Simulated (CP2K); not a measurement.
# PM3 run of C2H8AlClN− (SMILES C[N](C)[AlH2-][Cl])

Aim: the energy difference between two shapes of C2H8AlClN− at PM3, from 2 runs. 

The calculation is run with CP2K 2026.2.

1 further run of the same task is left out (set aside as unsound or not needed).

### 1 The system as given

C2H8AlClN−: 13 atoms, total charge -1, spin state singlet. SMILES: `C[N](C)[AlH2-][Cl]`. Geometry: a GFN2-xTB relaxation, a rough one for these elements and not checked as a minimum. This is one conformer, not always the lowest.

Bond lengths: C1–N2 1.432 Å, N2–C3 1.432 Å, N2–Al4 1.858 Å, Al4–Cl5 2.104 Å, C1–H6 1.106 Å, C1–H7 1.091 Å, C1–H8 1.106 Å, C3–H9 1.106 Å, C3–H10 1.106 Å, C3–H11 1.091 Å, Al4–H12 1.595 Å, Al4–H13 1.595 Å. Some angles: C1–N2–C3 112.5°, C1–N2–Al4 123.7°, C3–N2–Al4 123.7°, N2–Al4–Cl5 112.1°, N2–C1–H6 112.4°, N2–C1–H7 108.2°, N2–C1–H8 112.1°, N2–C3–H9 112.4°, N2–C3–H10 112.2°, N2–C3–H11 108.2°.

### 2 Energy and forces at PM3

Input file molecule.inp:

```
&FORCE_EVAL
   METHOD QS
   &DFT
      CHARGE -1
      # Quickstep
      &QS
         METHOD PM3
         EPS_DEFAULT 1.0E-10
         &SE
            &COULOMB
               CUTOFF [angstrom] 50
               RC_RANGE [angstrom] 0
            &END COULOMB
            &EXCHANGE
               CUTOFF [angstrom] 50
               RC_RANGE [angstrom] 0
            &END EXCHANGE
         &END SE
      &END QS
      &POISSON
         PERIODIC NONE
         POISSON_SOLVER ANALYTIC
      &END POISSON
      &SCF
         SCF_GUESS ATOMIC
         EPS_SCF 1.0E-07
         MAX_SCF 80
         ADDED_MOS 2
         &DIAGONALIZATION
            ALGORITHM STANDARD
         &END DIAGONALIZATION
         &MIXING
            METHOD DIRECT_P_MIXING
            ALPHA 0.4
         &END MIXING
      &END SCF
      # extra output
      &PRINT
         &MOMENTS
            PERIODIC F
            REFERENCE COM
            MAX_MOMENT 1
         &END MOMENTS
         &MO ON
            ENERGIES T
            OCCUPATION_NUMBERS T
            NDIGITS 6
            &EACH
               QS_SCF 0
            &END EACH
            ADD_LAST NUMERIC
         &END MO
         &HIRSHFELD OFF
         &END HIRSHFELD
      &END PRINT
   &END DFT
   # structure
   &SUBSYS
      &CELL
         ABC 15.7 16.6 16.4
         PERIODIC NONE
      &END CELL
      &COORD
         C     -1.120540     0.596770     0.802200
         N     -0.005030     0.113130     0.046490
         C      1.053830     1.072470    -0.041180
         Al     0.108980    -1.612380    -0.632210
         Cl    -0.671320    -1.750840    -2.580950
         H     -1.580880     1.494400     0.347980
         H     -1.871060    -0.193770     0.846290
         H     -0.837520     0.866210     1.837130
         H      0.742610     1.997870    -0.560520
         H      1.429660     1.371430     0.955380
         H      1.876220     0.621900    -0.598780
         H      1.651080    -2.011050    -0.712160
         H     -0.776040    -2.566140     0.290340
      &END COORD
      &TOPOLOGY
         &CENTER_COORDINATES
         &END CENTER_COORDINATES
      &END TOPOLOGY
   &END SUBSYS
   &PRINT
      &FORCES ON
      &END FORCES
   &END PRINT
&END FORCE_EVAL
&GLOBAL
   PROJECT molecule
   RUN_TYPE ENERGY_FORCE
   PRINT_LEVEL MEDIUM
&END GLOBAL
```

Launch:

```console
$ OMP_NUM_THREADS=1 cp2k.psmp -i molecule.inp > molecule.out 2>&1
```

Standard output, shortened:

```text
CP2K| version string:                                       CP2K version 2026.2
[...]
 GLOBAL| Method name                                                        CP2K
[...]
 GLOBAL| Run type                                                   ENERGY_FORCE
[...]
                             - Atoms:                                         13
[...]
                             - Spherical basis functions:                     28
[...]
 Number of electrons:                                                         32
[...]
     1 P_Mix/Diag. 0.40E+00    0.0     0.76903976       -25.8028764342 -2.58E+01
[...]
    27 DIIS/Diag.  0.61E-07    0.0     0.00000003       -32.7932065055  2.84E-14
  *** SCF run converged in    27 steps ***
  Core-core repulsion energy [eV]:                           2113.39053718842479
  Core Hamiltonian energy [eV]:                             -1354.35202902825381
  Two-electron integral energy [eV]:                        -3302.77407653972523
  Electronic energy [eV]:                                   -3005.73906729811642
  Total energy [eV]:                                         -892.34853010969175
  Atomic reference energy [eV]:                               889.22000295925193
  Heat of formation [kcal/mol]:                               -72.14555571219178
[...]
 SE_DIPOLE| Moment [Debye]         -0.16913491      -3.09332925      -2.10273274
 SE_DIPOLE| Derivative [a.u.]       0.00000000       0.00000000       0.00000000
 ENERGY| Total FORCE_EVAL ( QS ) energy [hartree]            -32.793206505544489
 FORCES| Atomic forces [hartree/bohr]
 FORCES|   Atom     x               y               z               |f|
 FORCES|      1 -9.50286819E-03 -8.24995058E-03  1.08315319E-03   1.26308911E-02
 FORCES|      2  9.03649015E-04 -1.56476046E-02 -6.48823203E-03   1.69635275E-02
 FORCES|      3  1.00568077E-02 -4.00243639E-03 -6.58214413E-03   1.26682082E-02
 FORCES|      4  5.96595269E-03  3.87661228E-02  3.60675271E-02   5.32848138E-02
 FORCES|      5 -8.70677146E-03 -1.91670609E-03 -2.21716107E-02   2.38969026E-02
 FORCES|      6 -1.16063785E-04 -3.89318708E-04  1.62226052E-03   1.67235434E-03
 FORCES|      7 -9.90086181E-04 -4.22762854E-03 -1.38254100E-03   4.55681175E-03
 FORCES|      8 -1.68631932E-03  1.33574552E-03  1.81254752E-04   2.15887522E-03
 FORCES|      9  1.16304807E-03  2.20843149E-04  9.77643433E-04   1.53533032E-03
 FORCES|     10  8.10831966E-04  1.76231495E-03 -7.91872320E-04   2.09529574E-03
 FORCES|     11  1.37339530E-03 -3.72902272E-03 -2.19061284E-03   4.53768771E-03
 FORCES|     12 -6.63956485E-03 -3.55165634E-03  2.71629154E-03   8.00476882E-03
 FORCES|     13  7.36798907E-03 -3.70702442E-04 -3.04111756E-03   7.97954130E-03
[...]
```

Run time: 0.22 s. Hardware: 1 thread of Arm Neoverse V2, shared host.

### 3 The distorted shape at the same level

Input file gas.inp:

```
&GLOBAL
  PROJECT_NAME gas
  RUN_TYPE ENERGY_FORCE
  PRINT_LEVEL MEDIUM
&END

&FORCE_EVAL
  METHOD QUICKSTEP
  &DFT
    CHARGE -1
    # Quickstep
    &QS
      METHOD PM3
      EPS_DEFAULT 1.0E-10
      &SE
        &COULOMB
          CUTOFF [angstrom] 50
          RC_RANGE [angstrom] 0
        &END
        &EXCHANGE
          CUTOFF [angstrom] 50
          RC_RANGE [angstrom] 0
        &END
      &END
    &END
    # cluster boundary conditions
    &POISSON
      PERIODIC NONE
      POISSON_SOLVER ANALYTIC
    &END
    # self-consistent field
    &SCF
      SCF_GUESS ATOMIC
      EPS_SCF 1.0E-07
      MAX_SCF 80
      ADDED_MOS 2
      &DIAGONALIZATION
        ALGORITHM STANDARD
      &END
      &MIXING
        METHOD DIRECT_P_MIXING
        ALPHA 0.4
      &END
    &END
    # extra output
    &PRINT
      &MOMENTS
        PERIODIC F
        REFERENCE COM
        MAX_MOMENT 1
      &END
      &MO ON
        ENERGIES T
        OCCUPATION_NUMBERS T
        NDIGITS 6
        &EACH
          QS_SCF 0
        &END
        ADD_LAST NUMERIC
      &END
      &HIRSHFELD OFF
      &END
    &END
  &END
  &SUBSYS
    &CELL
      ABC 15.7 16.7 16.4
      PERIODIC NONE
    &END
    &COORD
      C     -1.054676     0.521677     0.939940
      N     -0.072836     0.153085     0.040562
      C      0.997734     1.063575    -0.025693
      Al     0.059701    -1.597386    -0.760144
      Cl    -0.645904    -1.811218    -2.561984
      H     -1.616418     1.485647     0.318494
      H     -1.935927    -0.105399     0.937051
      H     -0.843321     0.803073     1.800497
      H      0.683077     2.129771    -0.498922
      H      1.345513     1.426708     0.913566
      H      1.719733     0.528614    -0.498665
      H      1.559823    -2.011272    -0.729430
      H     -0.812994    -2.549815     0.312742
    &END
    &TOPOLOGY
      &CENTER_COORDINATES
      &END
    &END
  &END
  # extra output
  &PRINT
    &FORCES ON
    &END
  &END
&END
```

Launch:

```console
$ OMP_NUM_THREADS=1 cp2k.psmp -i gas.inp > gas.out 2>&1
```

Standard output, shortened:

```text
CP2K| version string:                                       CP2K version 2026.2
[...]
 GLOBAL| Method name                                                        CP2K
[...]
 GLOBAL| Run type                                                   ENERGY_FORCE
[...]
                             - Atoms:                                         13
[...]
                             - Spherical basis functions:                     28
[...]
 Number of electrons:                                                         32
[...]
     1 P_Mix/Diag. 0.40E+00    0.0     0.76879846       -25.6715483484 -2.57E+01
[...]
    24 DIIS/Diag.  0.57E-07    0.0     0.00000009       -32.7202758335 -8.53E-14
  *** SCF run converged in    24 steps ***
  Core-core repulsion energy [eV]:                           2130.08658944843955
  Core Hamiltonian energy [eV]:                             -1353.53665480876316
  Two-electron integral energy [eV]:                        -3333.82784047546693
  Electronic energy [eV]:                                   -3020.45057504649640
  Total energy [eV]:                                         -890.36398559805730
  Atomic reference energy [eV]:                               889.22000295925193
  Heat of formation [kcal/mol]:                               -26.38086845118410
[...]
 SE_DIPOLE| Moment [Debye]         -0.33679749      -2.27819015      -1.89693843
 SE_DIPOLE| Derivative [a.u.]       0.00000000       0.00000000       0.00000000
 ENERGY| Total FORCE_EVAL ( QS ) energy [hartree]            -32.720275833510499
[...]
```

Run time: 0.22 s. Hardware: 1 thread of Arm Neoverse V2, shared host.

### 4 Summary of results

Level: PM3.

```
                                                  quantity           value
                                 first shape: total energy    -32.79321 Eh
                                  first shape: HOMO energy        -3.81 eV
                                  first shape: LUMO energy         4.49 eV
                                first shape: HOMO–LUMO gap         8.30 eV
    first shape: heat of formation at this unrelaxed shape  -72.1 kcal/mol
                     first shape: largest force on an atom      2.740 eV/Å
                             distorted shape: total energy    -32.72028 Eh
                              distorted shape: HOMO energy        -3.62 eV
                              distorted shape: LUMO energy         4.43 eV
                            distorted shape: HOMO–LUMO gap         8.05 eV
distorted shape: heat of formation at this unrelaxed shape  -26.4 kcal/mol
                 distorted shape: largest force on an atom     10.166 eV/Å
                    energy change with the atoms displaced        1.985 eV
```

In words: With the atoms displaced the energy rises by 1.98 eV (191 kJ/mol). The first shape isn't relaxed at this level, so the change isn't measured from a minimum. The largest force (first shape) is 2.74 eV/Å: the shape isn't a stationary point for this species at this level.
